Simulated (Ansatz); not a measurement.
# F2H2NOTa: small, medium and large basis sets

One table from this session's results is given with a row withheld; the runs are named, their logs left out.

Computed with Ansatz 0.2.0, Gaussian basis. Level: one geometry, several basis sets.

Plan: PBE0-D4/def2-SVP; ωB97M-V/def2-SVP; PBE0-D4/def2-QZVPP; ωB97M-V/def2-QZVPP; the functionals' def2-TZVPP values are taken from earlier runs.

**The relaxed structure**

The geometry comes from an earlier relaxation with PBE0-D4 in a triple-zeta def2 set; it is a stationary point, not always the lowest conformer. Ta takes the def2 core potential; no spin-orbit term is included.

7 atoms, charge 0, spin multiplicity 1.

Atoms are counted from 1 here; the program's logs count them from 0.

Bond lengths: N1–Ta2 1.758 Å, N1–H6 1.005 Å, Ta2–O3 1.894 Å, Ta2–F4 1.883 Å, Ta2–F5 1.883 Å, O3–H7 0.957 Å. Angles: Ta2–N1–H6 177.5°, N1–Ta2–O3 108.6°, N1–Ta2–F4 109.1°, N1–Ta2–F5 109.1°, O3–Ta2–F4 109.5°, O3–Ta2–F5 109.5°, F4–Ta2–F5 111.1°, Ta2–O3–H7 130.5°.

Geometry (Å):

```tsv
atom	x (Å)	y (Å)	z (Å)
N1	-0.7986	1.0064	0.6176
Ta2	-0.0717	-0.1278	-0.5125
O3	1.2899	-1.0875	0.3882
F4	-1.3925	-1.3270	-1.1161
F5	0.6795	0.8311	-1.9490
H6	-1.2405	1.6679	1.2322
H7	1.5952	-1.0312	1.2939
```

Set-up of the first run:

The input, in.yaml:

```yaml
crystal:
  periodic: [false, false, false]
  atoms:
    - {symbol: N, position_ang: [-0.798624, 1.006377, 0.617637]}
    - {symbol: Ta, position_ang: [-0.071662, -0.127766, -0.512532]}
    - {symbol: O, position_ang: [1.289916, -1.087510, 0.388193]}
    - {symbol: F, position_ang: [-1.392527, -1.326980, -1.116087]}
    - {symbol: F, position_ang: [0.679544, 0.831093, -1.948979]}
    - {symbol: H, position_ang: [-1.240547, 1.667876, 1.232171]}
    - {symbol: H, position_ang: [1.595201, -1.031188, 1.293896]}
basis:
  gaussian: {orbitals: def2-SVP}
hamiltonian: {xc: pbe0, dispersion: d4}
output: {orbitals: {seedname: orbitals}}
```

Among the steps run: PBE0-D4 in def2-SVP; ωB97M-V in def2-SVP; PBE0-D4 in def2-QZVPP; ωB97M-V in def2-QZVPP.

One table of the session follows, with a row left open; its other results are not shown here.

It belongs to the step «Density functionals: the series». 

```
functional       basis  HOMO (eV)
   PBE0-D4    def2-SVP      -8.17
   PBE0-D4  def2-TZVPP      -8.19
   PBE0-D4  def2-QZVPP      -8.23
   ωB97M-V    def2-SVP     -10.48
   ωB97M-V  def2-TZVPP     -10.51
   ωB97M-V  def2-QZVPP          ?
```

Q: Estimate the row for ωB97M-V, def2-QZVPP from the others.

**Answer.** HOMO (eV): -10.55. In the column «HOMO (eV)» it is the lowest.
